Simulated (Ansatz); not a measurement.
**B₂H₆SSi: basis-set convergence**

An exercise on one series of results from a longer session: the logs are not shown, and one member is left open.

Program: Ansatz 0.2.0, Gaussian basis. Level of theory: one geometry, several basis sets. These are calculated values, not measurements.

Plan: PBE0-D4/def2-SVP; ωB97M-V/def2-SVP; PBE0-D4/def2-QZVPP; ωB97M-V/def2-QZVPP; the functionals' def2-TZVPP values are taken from earlier runs.

### The relaxed structure

An earlier PBE0-D4 in a triple-zeta def2 set relaxation fixed the geometry.

SMILES `BB([SiH3])S`, 10 atoms, charge 0, spin multiplicity 1.

Atoms are counted from 1 here; the program's logs count them from 0.

Bond lengths: B1–B2 1.635 Å, B1–H5 1.199 Å, B1–H6 1.199 Å, B2–Si3 2.025 Å, B2–S4 1.769 Å, Si3–H7 1.489 Å, Si3–H8 1.489 Å, Si3–H9 1.489 Å, S4–H10 1.349 Å. Angles: B2–B1–H5 121.6°, B2–B1–H6 121.6°, H5–B1–H6 116.7°, B1–B2–Si3 119.1°, B1–B2–S4 126.8°, Si3–B2–S4 114.0°, B2–Si3–H7 111.7°, B2–Si3–H8 110.0°, B2–Si3–H9 110.0°, H7–Si3–H8 108.6°, H7–Si3–H9 108.6°, H8–Si3–H9 107.8°, B2–S4–H10 101.7°.

The first run:

The input, in.yaml:

```yaml
crystal:
  periodic: [false, false, false]
  atoms:
    - {symbol: B, position_ang: [-1.193112, 1.024124, -0.551116]}
    - {symbol: B, position_ang: [0.220091, 0.226363, -0.347905]}
    - {symbol: Si, position_ang: [0.358609, -1.179564, 1.102795]}
    - {symbol: S, position_ang: [1.707119, 0.450045, -1.278927]}
    - {symbol: H, position_ang: [-2.054120, 0.603140, -1.271975]}
    - {symbol: H, position_ang: [-1.439967, 2.029935, 0.053365]}
    - {symbol: H, position_ang: [1.711092, -1.801564, 1.138755]}
    - {symbol: H, position_ang: [-0.650375, -2.250392, 0.873608]}
    - {symbol: H, position_ang: [0.081439, -0.568460, 2.432128]}
    - {symbol: H, position_ang: [1.342326, 1.415173, -2.147730]}
basis:
  gaussian: {orbitals: def2-SVP}
hamiltonian: {xc: pbe0, dispersion: d4}
output: {orbitals: {seedname: orbitals}}
```

Command:

```sh
$ ansatz run in.yaml --threads 2 --pin off --events-out ev --progress --plain --max-ram 4352MiB
```

Steps of the session up to this table: PBE0-D4 in def2-SVP; ωB97M-V in def2-SVP; PBE0-D4 in def2-QZVPP; ωB97M-V in def2-QZVPP.

One table of the session follows, with a row left open; its other results are not shown here.

It belongs to the step «Functionals by basis». 

```
functional       basis  HOMO (eV)  LUMO (eV)
   PBE0-D4    def2-SVP      -7.84      -1.95
   PBE0-D4  def2-TZVPP      -7.86      -2.03
   PBE0-D4  def2-QZVPP      -7.87      -2.05
   ωB97M-V    def2-SVP      -9.93       0.06
   ωB97M-V  def2-TZVPP          ?          ?
   ωB97M-V  def2-QZVPP     -10.00      -0.22
```

**Question.** Estimate the row for ωB97M-V, def2-TZVPP.

**Answer.** HOMO (eV): -9.99; LUMO (eV): -0.15. In the column «HOMO (eV)» it lies between ωB97M-V, def2-QZVPP (-10.00) and ωB97M-V, def2-SVP (-9.93).
